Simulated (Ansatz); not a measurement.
# TiAu (Pmma): cell relaxations under several functionals

A script is to give cell relaxations under several functionals; the system is TiAu (Pmma).

Computed with the Python package of Ansatz 0.2.0. The levels of theory stand in the script.

## (1) Starting point

The structure is orthorhombic, space group Pmma (No. 51). The conventional cell has a = 4.615 Å, b = 2.955 Å, c = 4.948 Å, α = 90.00°, β = 90.00°, γ = 90.00°. Around Ti (site symmetry mm2) lie 8 Au at 2.83 to 2.90 Å and 4 Ti at 2.91 to 2.96 Å. Au (site symmetry mm2) is surrounded by 8 Ti at 2.83 to 2.90 Å and 4 Au at 2.89 to 2.96 Å.

No structure file is read: the coordinates are typed or built in the script.

## (2) The code

The input, lattice.py:

```python
# -*- coding: utf-8 -*-
"""How the lattice of TiAu depends on the functional."""

import logging
import sys
import warnings

import ansatz as az
import numpy as np

logging.basicConfig(stream=sys.stdout, format="[%(levelname)s] %(message)s")
log = logging.getLogger("ansatz_job")
log.setLevel(logging.INFO)

def edges_and_angles(cell):
    cell = np.asarray(cell)
    a, b, c = np.linalg.norm(cell, axis=1)
    cosines = cell[1] @ cell[2] / (b * c), cell[0] @ cell[2] / (a * c), cell[0] @ cell[1] / (a * b)
    return (a, b, c, *np.degrees(np.arccos(cosines)))

warnings.simplefilter("ignore", az.DeckWarning)

system = (
    az.Lattice.orthorhombic(4.61507137, 2.9551944, 4.947513)
    .space_group(51, hermann_mauguin="Pmma")
    .atom("Ti", [0.25, 0.0, 0.82019051])
    .atom("Au", [0.25, 0.5, 0.32411048])
)

base = (
    system.calculation()
    .basis(14 * az.Ha, density_ratio=4)
    .accuracy("low")
    .kpoints(6, 9, 6)
    .occupations("fermi_dirac")
    .mixing("msr1")
    .scf(tolerance=1e-08, extra_bands=8, self_checks="high")
    .relax(cell=True)
)

levels = [("blyp", "d3bj"), ("pbesol", "none"), ("lda", "none")]
log.info("level            a       b       c    alpha   beta  gamma  V/atom  steps")
for name, dispersion in levels:
    seen = []
    run = base.functional(name, dispersion=dispersion).session().plan()
    res = run.execute(on_event=lambda e: seen.append(e) if e["event"] == "relax_step" else None)
    cell = res.lattice.cell_ang
    label = name if dispersion == "none" else f"{name}+{dispersion}"
    print("{:13s} {:7.4f} {:7.4f} {:7.4f} {:6.2f} {:6.2f} {:6.2f}".format(label, *edges_and_angles(cell)), f"{abs(np.linalg.det(cell)) / len(res.lattice.sites):7.3f} {len(seen):5d}")
```

## (3) What the engine is handed

The package turns the script's settings into the engine's input (first run):

```yaml
crystal:
  lattice:
    bravais: orthorhombic
    a: 4.61507137
    b: 2.9551944
    c: 4.947513
  space_group: 51
  setting:
    hermann_mauguin: Pmma
  atoms:
    - { symbol: Ti, position: [0.25, 0.0, 0.82019051] }
    - { symbol: Au, position: [0.25, 0.5, 0.32411048] }
accuracy: low
basis:
  ecutwfc: 380.959407443832
  ecutrho_ratio: 4
kpoints:
  mp_grid:
    grid: [6, 9, 6]
hamiltonian:
  xc: blyp
  dispersion: d3bj
scf:
  n_extra_bands: 8
  self_checks: high
  convergence:
    dr2_threshold: 1.0e-08
  mixing:
    algorithm: msr1
  occupations:
    method: fermi_dirac
relax:
  cell: {}
```

## (4) Running it

Command:

```console
python lattice.py
```

**Question.** Rank the levels of theory by the volume of the relaxed cell.

The runs gave:

| quantity | value |
| --- | --- |
| runs compared | 3 |
| TiAu (run 1): relaxed volume, space group | 16.08 Å³/atom, Pmma |
| TiAu (run 2): relaxed volume, space group | 16.25 Å³/atom, Pmma |
| TiAu (run 3): relaxed volume, space group | 15.78 Å³/atom, Pmma |

In words: Run 1 has a cutoff under the recommended one, so what rests on it isn't a property of the system. From smallest to largest: LDA (15.78 Å³ an atom, -6.4 % against the start), BLYP+D3BJ (16.08 Å³ an atom, -4.7 % against the start) and PBEsol (16.25 Å³ an atom, -3.7 % against the start). The spread is 3.0 % in volume. In run 3, over 6 moves the cell shrank by 6.4 % in volume, and the space group stayed Pmma. Notes:
- The cutoff lies under the one recommended for these potentials.
- The run is spin-unpolarised.
- BLYP and dispersion corrections can be off by several per cent in the lattices of metals, and by several GPa in the pressure at a fixed cell.
- For a metal this k-point mesh is coarse: on a finer one energies can move by several to tens of meV an atom and pressures by half a GPa or more, differences at one mesh by less.
- The program warned that this SCF threshold is loose for forces or stresses.
- Spin-orbit coupling, which matters for elements this heavy, is left out.
- This cell is a computed structure, which may not be the phase found in nature.
